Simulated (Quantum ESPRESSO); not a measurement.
# Si2Ni (I4/mmm) in Quantum ESPRESSO: single point with PBE

Aim: the single point of Si2Ni with PBE.

Everything below comes from runs of Quantum ESPRESSO 7.5. Logs are shortened: lines on timing, memory, paths and dates and some standing lists are left out, and cuts for length are marked.

## (1) The structure

The structure is tetragonal, space group I4/mmm (No. 139). The conventional cell has a = 3.884 Å, b = 3.884 Å, c = 5.438 Å, α = 90.00°, β = 90.00°, γ = 90.00°. Ni (site symmetry 4/mmm) has 8 Si at 2.37 Å as nearest neighbours. Si (site symmetry -4m2) has 4 Ni at 2.37 Å and 2 Si at 2.72 Å as nearest neighbours.

The cell was built by a generator and needn't be a form met in nature.

## (2) Single point, PBE

The input, pw.in:

```
&CONTROL
  calculation = 'scf'
  prefix = 'pwscf'
  outdir = './tmp'
  pseudo_dir = './pseudo'
  tprnfor = .true.
  tstress = .true.
  disk_io = 'nowf'
/
&SYSTEM
  ibrav = 0
  nat = 3
  ntyp = 2
  ecutwfc = 45
  ecutrho = 360
  nbnd = 20
  occupations = 'smearing'
  smearing = 'mp'
  degauss = 0.00734986
/
&ELECTRONS
  conv_thr = 6d-10
  electron_maxstep = 120
  mixing_beta = 0.5
/
ATOMIC_SPECIES
Ni    58.6934 ni_pbe_v1.4.uspp.F.UPF
Si    28.0850 si_pbe_v1.uspp.F.UPF
CELL_PARAMETERS angstrom
   0.0000000000    2.7461506920    2.7191747520
   2.7461506920    0.0000000000    2.7191747520
   2.7461506920    2.7461506920    0.0000000000
ATOMIC_POSITIONS crystal
Ni     0.0000000000    0.0000000000    0.0000000000
Si     0.2500000000    0.2500000000    0.2500000000
Si     0.7500000000    0.7500000000    0.7500000000
K_POINTS automatic
16 16 16 0 0 0
```

Potentials or basis: GBRV 1.5 PBE.

Launch:

```sh
> OMP_NUM_THREADS=1 pw.x -in pw.in > pw.out
```

pw.out:

```text
This program is part of the open-source Quantum ESPRESSO suite
     for quantum simulation of materials; please cite
[... 9 lines left out ...]
     --------------------
     sticks:   dense  smooth     PW     G-vecs:    dense   smooth      PW
     Sum        1333     669    211                31927    11269    1981

     Using Slab Decomposition

     bravais-lattice index     =            0
     lattice parameter (alat)  =       7.3031  a.u.
     unit-cell volume          =     276.7658 (a.u.)^3
     number of atoms/cell      =            3
     number of atomic types    =            2
     number of electrons       =        26.00
     number of Kohn-Sham states=           20
     kinetic-energy cutoff     =      45.0000  Ry
     charge density cutoff     =     360.0000  Ry
     scf convergence threshold =      6.0E-10
     mixing beta               =       0.5000
     number of iterations used =            8  plain     mixing
     Exchange-correlation= SLA  PW   PBE  PBE
                           (   1   4   3   4   0   0   0)

     celldm(1)=   7.303065  celldm(2)=   0.000000  celldm(3)=   0.000000
     celldm(4)=   0.000000  celldm(5)=   0.000000  celldm(6)=   0.000000

     crystal axes: (cart. coord. in units of alat)
               a(1) = (   0.000000   0.710588   0.703608 )
               a(2) = (   0.710588   0.000000   0.703608 )
               a(3) = (   0.710588   0.710588   0.000000 )

     reciprocal axes: (cart. coord. in units 2 pi/alat)
               b(1) = ( -0.703642  0.703642  0.710623 )
               b(2) = (  0.703642 -0.703642  0.710623 )
               b(3) = (  0.703642  0.703642 -0.710623 )

     PseudoPot. # 1 for Ni read from file:
     ni_pbe_v1.4.uspp.F.UPF
     Pseudo is Ultrasoft + core correction, Zval = 18.0
     Generated by new atomic code, or converted to UPF format
     Using radial grid of  865 points,  6 beta functions with:
                l(1) =   0
                l(2) =   0
                l(3) =   1
                l(4) =   1
                l(5) =   2
                l(6) =   2
     Q(r) pseudized with 10 coefficients,  rinner =    0.980   0.980   0.980
                                                       0.980   0.980

     PseudoPot. # 2 for Si read from file:
     si_pbe_v1.uspp.F.UPF
     Pseudo is Ultrasoft + core correction, Zval =  4.0
     Generated by new atomic code, or converted to UPF format
     Using radial grid of  899 points,  6 beta functions with:
                l(1) =   0
                l(2) =   0
                l(3) =   1
                l(4) =   1
                l(5) =   2
                l(6) =   2
     Q(r) pseudized with  8 coefficients,  rinner =    0.900   0.900   0.900
                                                       0.900   0.900

     atomic species   valence    mass     pseudopotential
     Ni               18.00    58.69340     Ni( 1.00)
     Si                4.00    28.08500     Si( 1.00)

     16 Sym. Ops., with inversion, found

   Cartesian axes

     site n.     atom                  positions (alat units)
         1        Ni     tau(   1) = (   0.0000000   0.0000000   0.0000000  )
         2        Si     tau(   2) = (   0.3552941   0.3552941   0.3518040  )
         3        Si     tau(   3) = (   1.0658824   1.0658824   1.0554121  )

     number of k points=   349  Methfessel-Paxton smearing, width (Ry)=  0.0073

     Number of k-points >= 100: set verbosity='high' to print them.

     Dense  grid:    31927 G-vectors     FFT dimensions: (  45,  45,  45)

     Smooth grid:    11269 G-vectors     FFT dimensions: (  32,  32,  32)

     Check: negative core charge=   -0.000002

     Initial potential from superposition of free atoms

     starting charge      23.9987, renormalised to      26.0000
     Starting wfcs are   21 randomized atomic wfcs

     Self-consistent Calculation

     iteration #  1     ecut=    45.00 Ry     beta= 0.50
     Davidson diagonalization with overlap
     ethr =  1.00E-02,  avg # of iterations =  6.7

     total energy              =    -333.62381584 Ry
     estimated scf accuracy    <      52.25050916 Ry

     iteration #  2     ecut=    45.00 Ry     beta= 0.50
     Davidson diagonalization with overlap
     ethr =  1.00E-02,  avg # of iterations =  3.0

     total energy              =    -361.85060759 Ry
     estimated scf accuracy    <      56.50476844 Ry

     iteration #  3     ecut=    45.00 Ry     beta= 0.50
     Davidson diagonalization with overlap
     ethr =  1.00E-02,  avg # of iterations =  2.2

     total energy              =    -361.99699544 Ry
     estimated scf accuracy    <      10.99091358 Ry

     iteration #  4     ecut=    45.00 Ry     beta= 0.50
     Davidson diagonalization with overlap
     ethr =  1.00E-02,  avg # of iterations =  2.2

     total energy              =    -362.87239926 Ry
     estimated scf accuracy    <       1.28843109 Ry

     iteration #  5     ecut=    45.00 Ry     beta= 0.50
     Davidson diagonalization with overlap
     ethr =  4.96E-03,  avg # of iterations =  1.3

     total energy              =    -362.10176887 Ry
     estimated scf accuracy    <       1.36306909 Ry

     iteration #  6     ecut=    45.00 Ry     beta= 0.50
     Davidson diagonalization with overlap
     ethr =  4.96E-03,  avg # of iterations =  2.3

     total energy              =    -362.91766948 Ry
     estimated scf accuracy    <       4.06814019 Ry

     iteration #  7     ecut=    45.00 Ry     beta= 0.50
     Davidson diagonalization with overlap
     ethr =  4.96E-03,  avg # of iterations =  1.0
[... 81 lines left out ...]
     iteration # 19     ecut=    45.00 Ry     beta= 0.50
     Davidson diagonalization with overlap
     ethr =  6.40E-08,  avg # of iterations =  1.0

     total energy              =    -362.54753318 Ry
     estimated scf accuracy    <       0.00000003 Ry

     iteration # 20     ecut=    45.00 Ry     beta= 0.50
     Davidson diagonalization with overlap
     ethr =  1.29E-10,  avg # of iterations =  4.1

     total energy              =    -362.54753321 Ry
     estimated scf accuracy    <          5.4E-09 Ry

     iteration # 21     ecut=    45.00 Ry     beta= 0.50
     Davidson diagonalization with overlap
     ethr =  2.08E-11,  avg # of iterations =  2.1

     total energy              =    -362.54753322 Ry
     estimated scf accuracy    <          7.4E-09 Ry

     iteration # 22     ecut=    45.00 Ry     beta= 0.50
     Davidson diagonalization with overlap
     ethr =  2.08E-11,  avg # of iterations =  1.0

     total energy              =    -362.54753322 Ry
     estimated scf accuracy    <          2.2E-09 Ry

     iteration # 23     ecut=    45.00 Ry     beta= 0.50
     Davidson diagonalization with overlap
     ethr =  8.53E-12,  avg # of iterations =  1.1

     End of self-consistent calculation

     Number of k-points >= 100: set verbosity='high' to print the bands.

     the Fermi energy is    12.4953 ev

!    total energy              =    -362.54753322 Ry
     estimated scf accuracy    <          5.1E-12 Ry
     smearing contrib. (-TS)   =      -0.00003987 Ry
     internal energy E=F+TS    =    -362.54749334 Ry

     The total energy is F=E-TS. E is the sum of the following terms:
     one-electron contribution =    -294.52183346 Ry
     hartree contribution      =     159.77280257 Ry
     xc contribution           =     -44.32001375 Ry
     ewald contribution        =    -183.47844871 Ry

     convergence has been achieved in  23 iterations

     Forces acting on atoms (cartesian axes, Ry/au):

     atom    1 type  1   force =     0.00000000   -0.00000000   -0.00000000
     atom    2 type  2   force =    -0.00000000    0.00000000   -0.00000000
     atom    3 type  2   force =     0.00000000    0.00000000    0.00000000

     Total force =     0.000000     Total SCF correction =     0.000000

     Computing stress (Cartesian axis) and pressure

          total   stress  (Ry/bohr**3)                   (kbar)     P=      -21.67
  -0.00015342   0.00000000  -0.00000000          -22.57        0.00       -0.00
  -0.00000000  -0.00015342   0.00000000           -0.00      -22.57        0.00
   0.00000000   0.00000000  -0.00013513            0.00        0.00      -19.88

=------------------------------------------------------------------------------=
   JOB DONE.
=------------------------------------------------------------------------------=
```

It took 5.2 min on 1 thread of AMD EPYC 7R43 (Zen 3), shared host; peak memory 0.29 GiB.

What came out:

```yaml
Free_energy: -4932.7105 eV
Pressure: -2.2 GPa
Band_gap_on_the_k_mesh: none (metal or under the smearing width)
```

Levels at points of the mesh, in eV from the Fermi level:
```
             k point  band 9  band 10  band 11  band 12  band 13  band 14  band 15  band 16  band 17  band 18
  (0.00, 0.00, 0.00)   -3.29    -3.26    -0.58     1.62     1.74     1.74     2.31     2.31     2.43     4.56
 (0.00, 0.00, -0.50)   -3.51    -3.10    -3.10    -1.37    -1.30     1.74     1.82     1.83     2.42     9.05
(0.00, -0.50, -0.50)   -4.26    -3.39    -3.35    -3.23    -2.89    -0.39     1.53     7.74     7.90     8.20
(-0.50, -0.50, 0.00)   -4.37    -3.36    -3.36    -3.21    -2.90    -0.45     1.48     7.77     8.00     8.00
```
